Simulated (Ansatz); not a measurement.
# CH₄ClNOSi: basis-set convergence

The task here is to estimate one member of a computed series from the others.

Program: Ansatz 0.2.0, Gaussian basis. Level of theory: one geometry, several basis sets. These are calculated values, not measurements.

Levels to be run: PBE0-D4/def2-SVP; ωB97M-V/def2-SVP; PBE0-D4/def2-QZVPP; ωB97M-V/def2-QZVPP; the functionals' def2-TZVPP values are taken from earlier runs.

## The relaxed structure

The geometry comes from an earlier relaxation with PBE0-D4 in a triple-zeta def2 set; it is a stationary point, not always the lowest conformer.

SMILES `N=C(Cl)[SiH2]O`, 9 atoms, charge 0, spin multiplicity 1.

Atoms are counted from 1 here; the program's logs count them from 0.

Bond lengths: N1–C2 1.252 Å, N1–H6 1.020 Å, C2–Cl3 1.768 Å, C2–Si4 1.896 Å, Si4–O5 1.635 Å, Si4–H7 1.482 Å, Si4–H8 1.482 Å, O5–H9 0.964 Å. Angles: C2–N1–H6 115.0°, N1–C2–Cl3 123.8°, N1–C2–Si4 119.8°, Cl3–C2–Si4 116.4°, C2–Si4–O5 105.5°, C2–Si4–H7 108.4°, C2–Si4–H8 108.4°, O5–Si4–H7 112.2°, O5–Si4–H8 112.2°, H7–Si4–H8 109.9°, Si4–O5–H9 113.2°.

The first run:

in.yaml

```yaml
crystal:
  periodic: [false, false, false]
  atoms:
    - {symbol: N, position_ang: [-1.007744, 0.269949, 1.263262]}
    - {symbol: C, position_ang: [0.059083, 0.565362, 0.679223]}
    - {symbol: Cl, position_ang: [1.180836, 1.806884, 1.248742]}
    - {symbol: Si, position_ang: [0.545684, -0.342082, -0.912297]}
    - {symbol: O, position_ang: [-0.657766, -1.412439, -1.191397]}
    - {symbol: H, position_ang: [-1.196573, 0.803632, 2.111808]}
    - {symbol: H, position_ang: [1.848867, -1.011412, -0.689714]}
    - {symbol: H, position_ang: [0.670092, 0.655656, -2.000808]}
    - {symbol: H, position_ang: [-1.353979, -1.381850, -0.525918]}
basis:
  gaussian: {orbitals: def2-SVP}
hamiltonian: {xc: pbe0, dispersion: d4}
output: {orbitals: {seedname: orbitals}}
```

On the command line:

```console
> ansatz run in.yaml --threads 4 --pin off --events-out ev --progress --plain --max-ram 10444MiB
```

Among the steps run: PBE0-D4 in def2-SVP; ωB97M-V in def2-SVP; PBE0-D4 in def2-QZVPP; ωB97M-V in def2-QZVPP.

One of the session's tables, all rows but one given; the rest of the session is left out.

It belongs to the step «Functionals by basis». 

| functional | basis | HOMO (eV) |
| --- | --- | --- |
| PBE0-D4 | def2-SVP | ? |
| PBE0-D4 | def2-TZVPP | -8.51 |
| PBE0-D4 | def2-QZVPP | -8.54 |
| ωB97M-V | def2-SVP | -10.51 |
| ωB97M-V | def2-TZVPP | -10.72 |
| ωB97M-V | def2-QZVPP | -10.76 |

**Question.** Estimate the row for PBE0-D4, def2-SVP.

As computed: HOMO (eV): -8.34. In the column «HOMO (eV)» it is the highest.
